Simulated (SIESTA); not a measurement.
Au in SIESTA: the effect of basis

The system is Au, a slab with vacuum.

```xyz
6
Lattice="2.8928 0.0000 0.0000 0.0000 2.8928 0.0000 0.0000 0.0000 25.2275" Properties=species:S:1:pos:R:3 pbc="T T T"
Au    1.4464    1.4464    7.5000
Au    0.0000    0.0000    9.5455
Au    1.4464    1.4464   11.5910
Au    0.0000    0.0000   13.6365
Au    1.4464    1.4464   15.6820
Au    0.0000    0.0000   17.7275
```

The slab is cut from a database's or a generator's crystal, which needn't be the stable form of the element.

Alike in all runs:

| Quantity | Value |
| --- | --- |
| Program | SIESTA 5.4.2 |
| Task | single point |
| Functional | PBE |
| Potentials or basis | PseudoDojo 0.4 standard (PBE files) |
| Grid cutoff | 800 Ry |
| Energy shift | 0.003 Ry |
| k mesh | 6 × 6 × 1 |
| Occupations | fermi-dirac, width 0.05 eV |
| Spin | no spin polarisation |

One run gave: largest force 2.14 eV/Å. Which basis did it use?
A. SZ
B. DZDP
C. TZP
D. TZDP
E. SZP

A.

| basis | largest force (eV/Å) |
| --- | --- |
| SZ | 2.14 |
| SZP | 0.08 |
| DZ | 0.58 |
| DZP | 0.46 |
| DZDP | 0.43 |
| TZP | 0.36 |
| TZDP | 0.37 |

Caveats: all runs use coarse meshes; the basis has no polarisation orbitals (some runs).
